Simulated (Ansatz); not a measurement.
# BH6NSi2: a ladder of functionals and wavefunction methods

One table from this session's results is given with a row withheld; the runs are named, their logs left out.

Computed with Ansatz 0.2.0, Gaussian basis. Level: functionals in def2-TZVPP, the program's frozen cores in correlated methods.

Levels to be run: LDA (SPW92), PBE-D4, revPBE-D4, BLYP-D4, r2SCAN-D4, B97M-V, PBE0-D4, B3LYP-D4, r2SCANh-D4, r2SCAN0-D4, HSE06-D4, BHLYP-D4, CAM-B3LYP-D4, LC-ωPBE, ωB97X-V, ωB97M-V, B2PLYP, PBE-QIDH; CCSD(T)/def2-SVP; CCSD(T)/def2-TZVPP; MP2/def2-QZVPP; extrapolation to the limit; RPA on PBE.

### The geometry

All runs share one geometry, relaxed beforehand with PBE0-D4 in a triple-zeta def2 set.

SMILES `B1N[SiH2][SiH2]1`, 10 atoms, charge 0, spin multiplicity 1.

Atoms are counted from 1 here; the program's logs count them from 0.

Bond lengths: B1–N2 1.405 Å, B1–Si4 2.044 Å, B1–H5 1.197 Å, N2–Si3 1.774 Å, N2–H6 1.011 Å, Si3–Si4 2.333 Å, Si3–H7 1.491 Å, Si3–H8 1.491 Å, Si4–H9 1.488 Å, Si4–H10 1.488 Å. Angles: N2–B1–Si4 100.3°, N2–B1–H5 123.4°, Si4–B1–H5 136.4°, B1–N2–Si3 107.8°, B1–N2–H6 123.7°, Si3–N2–H6 128.6°, N2–Si3–Si4 80.2°, N2–Si3–H7 111.6°, N2–Si3–H8 111.6°, Si4–Si3–H7 121.6°, Si4–Si3–H8 121.6°, H7–Si3–H8 106.9°, B1–Si4–Si3 71.8°, B1–Si4–H9 119.1°, B1–Si4–H10 119.0°, Si3–Si4–H9 116.9°, Si3–Si4–H10 116.9°, H9–Si4–H10 109.1°.

The first run:

Contents of in.yaml:

```yaml
crystal:
  periodic: [false, false, false]
  atoms:
    - {symbol: B, position_ang: [-1.013553, 0.836217, -0.341435]}
    - {symbol: N, position_ang: [0.345652, 1.045651, -0.627996]}
    - {symbol: Si, position_ang: [1.254989, -0.329902, 0.025100]}
    - {symbol: Si, position_ang: [-0.906866, -0.951592, 0.643431]}
    - {symbol: H, position_ang: [-1.878656, 1.599289, -0.659370]}
    - {symbol: H, position_ang: [0.695989, 1.854866, -1.123269]}
    - {symbol: H, position_ang: [2.261570, 0.107182, 1.034139]}
    - {symbol: H, position_ang: [1.999537, -1.052868, -1.045108]}
    - {symbol: H, position_ang: [-1.469773, -2.167841, -0.003122]}
    - {symbol: H, position_ang: [-1.205789, -0.992105, 2.100530]}
basis:
  gaussian: {orbitals: def2-TZVPP}
hamiltonian: {xc: lda}
output: {orbitals: {seedname: orbitals}}
```

Launch:

```sh
ansatz run in.yaml --threads 2 --pin off --events-out ev --progress --plain --max-ram 4352MiB
```

Steps of the session up to this table: LDA; PBE-D4 (GGA); revPBE-D4 (GGA); BLYP-D4 (GGA); r2SCAN-D4 (meta-GGA); B97M-V (meta-GGA); PBE0-D4 (hybrid); B3LYP-D4 (hybrid); r2SCANh-D4 (hybrid); r2SCAN0-D4 (hybrid); HSE06-D4 (hybrid); BHLYP-D4 (hybrid); CAM-B3LYP-D4 (range-separated); LC-ωPBE (range-separated); ωB97X-V (range-separated); ωB97M-V (range-separated); B2PLYP (double hybrid); PBE-QIDH (double hybrid).

One table of the session follows, with a row left open; its other results are not shown here.

It belongs to the step «Frontier levels by functional». 

```
  functional  HOMO (eV)  gap (eV)
 LDA (SPW92)      -6.15      4.16
      PBE-D4      -6.07      4.28
   revPBE-D4      -6.03      4.33
     BLYP-D4      -5.93      4.34
   r2SCAN-D4          ?         ?
      B97M-V      -6.37      4.74
     PBE0-D4      -7.12      6.29
    B3LYP-D4      -6.94      5.94
  r2SCANh-D4      -6.67      5.47
  r2SCAN0-D4      -7.26      6.56
    HSE06-D4      -6.73      5.52
    BHLYP-D4      -8.09      8.32
CAM-B3LYP-D4      -8.38      8.72
     LC-ωPBE      -9.67     11.12
     ωB97X-V      -9.35     10.70
     ωB97M-V      -9.14     10.26
```

Estimate the missing values for r2SCAN-D4.

Worked estimate for «HOMO (eV)». Against the share of exact exchange, r2SCANh-D4 (0.1, -6.67), r2SCAN0-D4 (0.25, -7.26) give a slope of -3.93 per unit share; at 0 the line stands at -6.28.

**Answer.** HOMO (eV): -6.27; gap (eV): 4.74. In «HOMO (eV)» the line misses by -0.01.
